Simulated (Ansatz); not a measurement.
# W: one contact scaled

The task here is to estimate one member of a computed series from the others.

Computed with Ansatz 0.2.0 (DFT, PBEsol, PAW with Ansatz's default frozen-core files, scalar-relativistic, unless a step's input says otherwise).

4 further runs of the same task are left out: 4 that didn't finish. Runs told in other sessions of the task aren't counted.

## The starting structure

It takes space group Fd-3m (No. 227, cubic). The conventional cell has a = 5.445 Å, b = 5.445 Å, c = 5.445 Å, α = 90.00°, β = 90.00°, γ = 90.00°. W (site symmetry -43m) has 4 W at 2.36 Å in its first shell of neighbours.

As a file:

```cif
data_structure
_symmetry_space_group_name_H-M 'Fd-3m:1'
_symmetry_Int_Tables_number 227
_cell_length_a 5.4452
_cell_length_b 5.4452
_cell_length_c 5.4452
_cell_angle_alpha 90.000
_cell_angle_beta 90.000
_cell_angle_gamma 90.000
_cell_volume 161.45
loop_
_atom_site_label
_atom_site_type_symbol
_atom_site_symmetry_multiplicity
_atom_site_Wyckoff_symbol
_atom_site_fract_x
_atom_site_fract_y
_atom_site_fract_z
_atom_site_occupancy
W1 W 8 b 0.00000 0.50000 0.00000 1
```

The file gives the conventional cell by its symmetry; the runs use the cell typed in the input.

Atoms are numbered in the order of the input: W1, W2.

The first run:

File input.yaml:

```yaml
crystal:
  lattice:
    - [0.0, 2.7225927735, 2.7225927735]
    - [2.7225927735, 0.0, 2.7225927735]
    - [2.7225927735, 2.7225927735, 0.0]
  atoms:
    - { symbol: W, position: [-0.125, -0.125, -0.125] }
    - { symbol: W, position: [0.125, 0.125, 0.125] }
kpoints:
  mp_grid: { grid: [10, 10, 10] }
scf:
  occupations: { method: fermi_dirac, width: 0.05 }
hamiltonian:
  xc: pbesol
  pseudopotentials: { kind: paw }
output:
  forces: true
  stress: true
  eigenvalues: true
  populations: true
```

Command:

```bash
$ ansatz run input.yaml --threads 1 --pin off --max-ram 2048MiB --backend cpu --events-out ev --progress --plain --runs-dir out
```

Among the steps run: Shortest bond scaled by 1, PAW; Shortest bond scaled by 0.94, PAW; Shortest bond scaled by 0.88, PAW; Shortest bond scaled by 0.64, PAW; Shortest bond scaled by 0.58, PAW.

One table of the session follows, with a row left open; its other results are not shown here.

| method | length (Å) | F from the given length (eV/cell) | force along the bond (eV/Å) | pressure (GPa) | largest force (eV/Å) |
| --- | --- | --- | --- | --- | --- |
| PAW | 1.368 | 45.154 | 241.300 | 451.41 | 241.300 |
| PAW | 1.509 | 21.013 | 114.077 | 243.55 | 114.077 |
| PAW | 2.075 | 0.658 | 6.097 | 34.45 | 6.097 |
| PAW | 2.216 | ? | ? | ? | ? |
| PAW | 2.358 | 0.000 | 0.000 | 29.58 | 0.000 |

Q: Estimate the row for PAW, 2.216 from the others.

The run gave: F from the given length (eV/cell): 0.116; force along the bond (eV/Å): 1.979; pressure (GPa): 30.34; largest force (eV/Å): 1.979. In the column «F from the given length (eV/cell)» it lies between PAW, 2.358 (0.000) and PAW, 2.075 (0.658).
